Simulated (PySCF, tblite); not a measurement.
**C₄H₁₁BO₂Si: geometry, infrared bands and NMR shifts**

Aim: predict the infrared bands and NMR shifts of C₄H₁₁BO₂Si (`BO/C=C/O[SiH2]CC`).

The runs use tblite 0.8.0 and PySCF 2.14.0, with density-fitted response routines of our own; the level of theory stands in each step. All values are computed, except where a source is named. Atoms count from 0, in the outputs and in this text.

## Step 1: Starting geometry

19 atoms, charge 0, multiplicity 1; geometry from: force field or distance geometry start.

Bonds of the start (Å): B0–O1 1.49, O1–C2 1.36, C2–C3 1.32, C3–O4 1.38, O4–Si5 1.73, Si5–C6 1.86, C6–C7 1.51, B0–H8 1.19, B0–H9 1.19, C2–H10 1.11, C3–H11 1.10, Si5–H12 1.45, Si5–H13 1.47, C6–H14 1.11, C6–H15 1.12, C7–H16 1.11, C7–H17 1.11, C7–H18 1.12.

## Step 2: Optimising the geometry with GFN2-xTB

What the job is given:

```
{"job": {"kind": "relax", "xc": "GFN2-xTB", "basis": "xTB"}, "charge": 0, "multiplicity": 1}
B      4.119600     0.731700    -0.574700
O      3.024200     0.311600     0.349100
C      1.924900    -0.368900    -0.069900
C      1.194100    -1.181700     0.667700
O      0.081400    -1.844000     0.202600
Si    -1.271500    -1.088800    -0.575700
C     -1.687400     0.590600     0.118300
C     -3.178000     0.850700     0.089900
H      4.783000    -0.133500    -1.058600
H      4.645900     1.750400    -0.257100
H      1.553900    -0.246700    -1.106500
H      1.465300    -1.378500     1.715600
H     -0.953700    -0.957600    -1.985600
H     -2.414200    -1.998300    -0.420500
H     -1.238300     1.365800    -0.544500
H     -1.335300     0.752500     1.165500
H     -3.754400    -0.038900     0.405500
H     -3.445400     1.673000     0.792000
H     -3.523800     1.219800    -0.905400
```

Launch:

```sh
> OMP_NUM_THREADS=1 python probes_run.py task.json out
```

The driver reads the jobs from task.json and runs them one after another.

**Question.** This job is followed by: GFN2-xTB harmonic vibrations, gas phase; GIAO PBE0/pcSseg-1 NMR shielding, non-relativistic, gas phase. Predict these results of the whole session: strongest single infrared mode (GFN2-xTB); zero-point energy (GFN2-xTB); ¹³C shifts against TMS (PBE0/pcSseg-1); ¹H shifts against TMS (PBE0/pcSseg-1, means over atoms taken as alike); ¹¹B shifts against BF3·OEt2 (PBE0/pcSseg-1); ¹⁷O shifts against H2O (PBE0/pcSseg-1); ²⁹Si shifts against TMS (PBE0/pcSseg-1).

As calculated:

| quantity | value |
| --- | --- |
| strongest single infrared mode (GFN2-xTB) | 1333 cm⁻¹, 379 km/mol |
| zero-point energy (GFN2-xTB) | 89.7 kcal/mol |
| ¹³C shifts against TMS (PBE0/pcSseg-1) | 146.1, 139.9, 8.4, 6.4 ppm |
| ¹H shifts against TMS (PBE0/pcSseg-1, means over atoms taken as alike) | 7.26, 6.91, 5.11, 4.96, 1.09, 0.97 ppm |
| ¹¹B shifts against BF3·OEt2 (PBE0/pcSseg-1) | 44.2 ppm |
| ¹⁷O shifts against H2O (PBE0/pcSseg-1) | 244.8, 77.4 ppm |
| ²⁹Si shifts against TMS (PBE0/pcSseg-1) | -16.8 ppm |

What this shows: Relaxing lowered the energy by 1.382 eV in 167 steps; the close pair that moved most is B0–O1, from 1.493 to 1.328 Å. No mode is imaginary among the 51: a minimum at this level. The strongest single mode, at 1333 cm⁻¹, moves mainly B0 and O1. GFN2-xTB is a fitted tight-binding method: band positions and strengths are rough. Its intensities can rank the bands wrongly. At PBE0/pcSseg-1: The largest span, 461 ppm, is at O1, where the paramagnetic term is -299 ppm.
